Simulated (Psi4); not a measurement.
**triplet ZrO2: levels of theory compared**

Wanted: a comparison of 5 runs (U-r2SCAN/def2-TZVP, U-revPBE/def2-TZVP, UPBE0/def2-TZVP, USVWN5/def2-TZVP, UTPSS/def2-TZVP) of triplet ZrO2. 

The results are computed with Psi4 1.11.

## 1. Starting point

ZrO2: 3 atoms, total charge 0, spin state triplet. SMILES of the parent species: `[O]=[Zr]=[O]`. Geometry: relaxed at PBE0-D4/def2-TZVP. That shape belongs to the parent species and isn't relaxed for this state.

Bond lengths: O1–Zr2 1.761 Å, Zr2–O3 1.761 Å. Angles: O1–Zr2–O3 107.9°.

## 2. The energy at U-r2SCAN/def2-TZVP (core potential) (run 1)

calc.inp reads:

```
memory 1600 MB

molecule mol {
  0 3
  O
  Zr 1 r2
  O 2 r3 1 a3

  r2 = 1.76137
  r3 = 1.761356
  a3 = 107.92594
  symmetry c1
  no_reorient
  no_com
}

set globals {
  basis def2-TZVP
  reference uks
  puream true
  e_convergence 1e-09
  d_convergence 1e-08
  scf_type pk
  dft_radial_points 99
  dft_spherical_points 590
  maxiter 100
}

energy('r2scan')
```

The run is started by

```
$ psi4 -i calc.inp -o calc.out -n 1
```

calc.out:

```text
[...]
    !!!  WARNING: ECP capability is in beta. Please check occupations closely.  !!!
[...]
  Running in c1 symmetry.
[...]
  Nuclear repulsion =   69.572842196540932
[...]
  Multiplicity = 3
[...]
  Nalpha       = 15
  Nbeta        = 13
[...]
    Number of basis functions: 102
[...]
   @UKS iter   1:  -197.10537736378467   -2.19567e-01   9.77053e-03 DIIS/ADIIS
[...]
   @UKS iter  19:  -197.49879672027782   -9.94760e-13   4.54480e-09 DIIS
[...]
   @S^2 Observed:                2.017775380E+00
[...]
    Orbital Energies [Eh]
    ---------------------
    Alpha Occupied:
       1A    -18.983228     2A    -18.983224     3A     -2.083228
       4A     -1.270910     5A     -1.251792     6A     -1.228899
       7A     -0.876120     8A     -0.859224     9A     -0.388959
      10A     -0.342332    11A     -0.333345    12A     -0.326830
      13A     -0.319488    14A     -0.306453    15A     -0.167979
    Alpha Virtual:
      16A     -0.106359    17A     -0.099587    18A     -0.033383
      19A     -0.025090    20A     -0.004186    21A      0.019276
      22A      0.042899    23A      0.068393    24A      0.094051
      25A      0.130954    26A      0.146863    27A      0.147280
[...]
  @UKS Final Energy:  -197.49879672027782
   => Energetics <=
    Nuclear Repulsion Energy =             69.5728421965409325
    One-Electron Energy =                -424.5796992967938195
    Two-Electron Energy =                 180.5374548015749667
    DFT Exchange-Correlation Energy =     -23.0293944215999034
    Empirical Dispersion Energy =           0.0000000000000000
    VV10 Nonlocal Energy =                  0.0000000000000000
    Total Energy =                       -197.4987967202778236
  UHF NO Occupations:
  HONO-2 :   13  A 1.9923840
  HONO-1 :   14  A 1.0000000
[...]
 Multipole Moments:
 ------------------------------------------------------------------------------------
     Multipole            Electronic (a.u.)      Nuclear  (a.u.)        Total (a.u.)
 ------------------------------------------------------------------------------------
 L = 1.  Multiply by 2.5417464519 to convert [e a0] to [Debye]
 Dipole X            :        -14.8377003           13.6995642           -1.1381361
 Dipole Y            :        -10.7949760            9.9669644           -0.8280116
 Dipole Z            :          0.0000000            0.0000000            0.0000000
 Magnitude           :                                                    1.4074647
[...]
```

Wall time 83 s (1 thread of Intel Xeon Platinum 8259CL at 2.50GHz (Skylake/Cascade Lake), shared host); peak memory 0.67 GiB.

## 3. Energy and forces at U-revPBE/def2-TZVP (core potential) (run 2)

o2zr.py reads:

```python
import psi4

psi4.set_memory('1600 MB')
psi4.set_num_threads(1)
psi4.core.set_output_file('output.dat', False)

molecule = psi4.geometry("""
0 3
O      1.23682575     2.36688197     0.73396963
Zr     0.65856955    -0.91028107     0.66480565
O     -1.89539530    -1.45660090    -1.39858630
units au
symmetry c1
no_reorient
no_com
""")

options = {'basis': 'def2-TZVP', 'reference': 'uks', 'puream': True, 'e_convergence': 1e-09, 'd_convergence': 1e-08, 'scf_type': 'pk', 'dft_radial_points': 99, 'dft_spherical_points': 590, 'maxiter': 100}
psi4.set_options(options)

energy_value = psi4.gradient('REVPBE')
print('gradient / Eh bohr^-1')
print(energy_value.np.round(6))
```

The run is started by

```
$ python o2zr.py
```

output.dat, shortened:

```text
[...]
    !!!  WARNING: ECP capability is in beta. Please check occupations closely.  !!!
[...]
  Running in c1 symmetry.
[...]
  Nuclear repulsion =   69.572827836937932
[...]
  Multiplicity = 3
[...]
  Nalpha       = 15
  Nbeta        = 13
[...]
    Number of basis functions: 102
[...]
   @UKS iter   1:  -197.11975251100139   -1.27299e-01   1.02420e-02 ADIIS/DIIS
[...]
   @UKS iter  16:  -197.55199385578189   -4.51905e-12   7.76374e-09 DIIS
[...]
   @S^2 Observed:                2.007781911E+00
[...]
  @UKS Final Energy:  -197.55199385578189
   => Energetics <=
    Nuclear Repulsion Energy =             69.5728278369379325
    One-Electron Energy =                -424.4908726677683717
    Two-Electron Energy =                 180.4359606235771309
    DFT Exchange-Correlation Energy =     -23.0699096485285580
    Empirical Dispersion Energy =           0.0000000000000000
    VV10 Nonlocal Energy =                  0.0000000000000000
    Total Energy =                       -197.5519938557818875
  UHF NO Occupations:
  HONO-2 :   13  A 1.9967287
  HONO-1 :   14  A 1.0000000
[...]
 Multipole Moments:
 ------------------------------------------------------------------------------------
     Multipole            Electronic (a.u.)      Nuclear  (a.u.)        Total (a.u.)
 ------------------------------------------------------------------------------------
 L = 1.  Multiply by 2.5417464519 to convert [e a0] to [Debye]
 Dipole X            :         -2.0046846            2.6342782            0.6295936
 Dipole Y            :          2.7709011           -3.6411243           -0.8702232
 Dipole Z            :         -2.0252403            2.6607344            0.6354941
 Magnitude           :                                                    1.2480101
[...]
  -Total Gradient:
     Atom            X                  Y                   Z
    ------   -----------------  -----------------  -----------------
       1       -0.007727388805    -0.054691177399     0.000451197464
       2       -0.034771449298     0.048053904975    -0.035096433156
       3        0.042507379170     0.006625429827     0.034653861495
[...]
```

The script printed:

```text
gradient / Eh bohr^-1
[[-0.007727 -0.054691  0.000451]
 [-0.034771  0.048054 -0.035096]
 [ 0.042507  0.006625  0.034654]]
```

Wall time 44 s (1 thread of Intel Xeon Platinum 8259CL at 2.50GHz (Skylake/Cascade Lake), shared host); peak memory 0.62 GiB.

Runs 3 to 4 aren't shown in full; the table further down has their settings and results.

## 4. The energy at UTPSS/def2-TZVP (core potential) (run 5)

job.inp reads:

```
memory 1600 mb

molecule m {
  0 3
  O      0.654500     1.252500     0.388400
  Zr     0.348500    -0.481700     0.351800
  O     -1.003000    -0.770800    -0.740100
  units angstrom
  symmetry c1
}

set globals {
  basis                def2-TZVP
  reference            uks
  puream               true
  e_convergence        1e-09
  d_convergence        1e-08
  scf_type             pk
  dft_radial_points    99
  dft_spherical_points 590
  maxiter              100
}

e, wfn = energy('tpss', return_wfn=True)
oeprop(wfn, 'MAYER_INDICES', 'DIPOLE', 'WIBERG_LOWDIN_INDICES', title='TPSS')
```

The run is started by

```
$ psi4 job.inp job.out -n 1
```

job.out:

```text
[...]
    !!!  WARNING: ECP capability is in beta. Please check occupations closely.  !!!
[...]
  Running in c1 symmetry.
[...]
  Nuclear repulsion =   69.572827701783453
[...]
  Multiplicity = 3
[...]
  Nalpha       = 15
  Nbeta        = 13
[...]
    Number of basis functions: 102
[...]
   @UKS iter   1:  -197.11196777112798   -1.56501e-01   1.05766e-02 DIIS/ADIIS
[...]
   @UKS iter  17:  -197.56533168668318   -9.66338e-13   4.82966e-09 DIIS
[...]
   @S^2 Observed:                2.010604897E+00
[...]
    Orbital Energies [Eh]
    ---------------------
    Alpha Occupied:
       1A    -18.914540     2A    -18.914537     3A     -2.039498
       4A     -1.241401     5A     -1.224392     6A     -1.202416
       7A     -0.848457     8A     -0.832321     9A     -0.375613
      10A     -0.330396    11A     -0.324504    12A     -0.313074
      13A     -0.310461    14A     -0.296670    15A     -0.159450
    Alpha Virtual:
      16A     -0.106363    17A     -0.098905    18A     -0.038125
      19A     -0.029338    20A     -0.012420    21A      0.008824
      22A      0.022501    23A      0.043019    24A      0.074507
      25A      0.100335    26A      0.125452    27A      0.130257
[...]
  @UKS Final Energy:  -197.56533168668318
   => Energetics <=
    Nuclear Repulsion Energy =             69.5728277017834529
    One-Electron Energy =                -424.5215357748539873
    Two-Electron Energy =                 180.4723887460221476
    DFT Exchange-Correlation Energy =     -23.0890123596348076
    Empirical Dispersion Energy =           0.0000000000000000
    VV10 Nonlocal Energy =                  0.0000000000000000
    Total Energy =                       -197.5653316866831801
  UHF NO Occupations:
  HONO-2 :   13  A 1.9953896
  HONO-1 :   14  A 1.0000000
[...]
 Multipole Moments:
 ------------------------------------------------------------------------------------
     Multipole            Electronic (a.u.)      Nuclear  (a.u.)        Total (a.u.)
 ------------------------------------------------------------------------------------
 L = 1.  Multiply by 2.5417464519 to convert [e a0] to [Debye]
 Dipole X            :         13.0320703          -12.0894938            0.9425765
 Dipole Y            :        -12.7938975           11.8685603           -0.9253372
 Dipole Z            :         -0.0000002            0.0000000           -0.0000002
 Magnitude           :                                                    1.3208707
[...]
```

Run time: 83 s. Hardware: 1 thread of Intel Xeon Platinum 8259CL at 2.50GHz (Skylake/Cascade Lake), shared host; peak memory 0.66 GiB.

## 5. All runs side by side

| run | level | task | energy (Eh) | dipole moment (D) | HOMO energy (eV) | ⟨S²⟩ | wall time |
| --- | --- | --- | --- | --- | --- | --- | --- |
| 1 | U-r2SCAN/def2-TZVP (core potential) | energy | -197.498797 | 3.58 | -4.57 | 2.018 | 83 s |
| 2 | U-revPBE/def2-TZVP (core potential) | gradient | -197.551994 | 3.17 | -4.28 | 2.008 | 44 s |
| 3 | UPBE0/def2-TZVP (core potential) | gradient | -197.363554 | 3.52 | -5.15 | 2.028 | 48 s |
| 4 | USVWN5/def2-TZVP (core potential) | gradient | -196.385969 | 3.25 | -4.46 | 2.004 | 29 s |
| 5 | UTPSS/def2-TZVP (core potential) | energy | -197.565332 | 3.36 | -4.34 | 2.011 | 83 s |

## 6. Outcome

| quantity | value |
| --- | --- |
| run 5: total energy | -197.56533 Eh |
| run 5: dipole moment | 3.36 D |
| run 5: HOMO energy (highest over α and β) | -4.34 eV |
| run 5: ⟨S²⟩ | 2.011 |

In words: The dipole moment (its size) runs from 3.17 D (U-revPBE/def2-TZVP) to 3.58 D (U-r2SCAN/def2-TZVP). Totals of different functionals can't be ranked against each other. All runs together took 4.8 min, the longest 83 s.
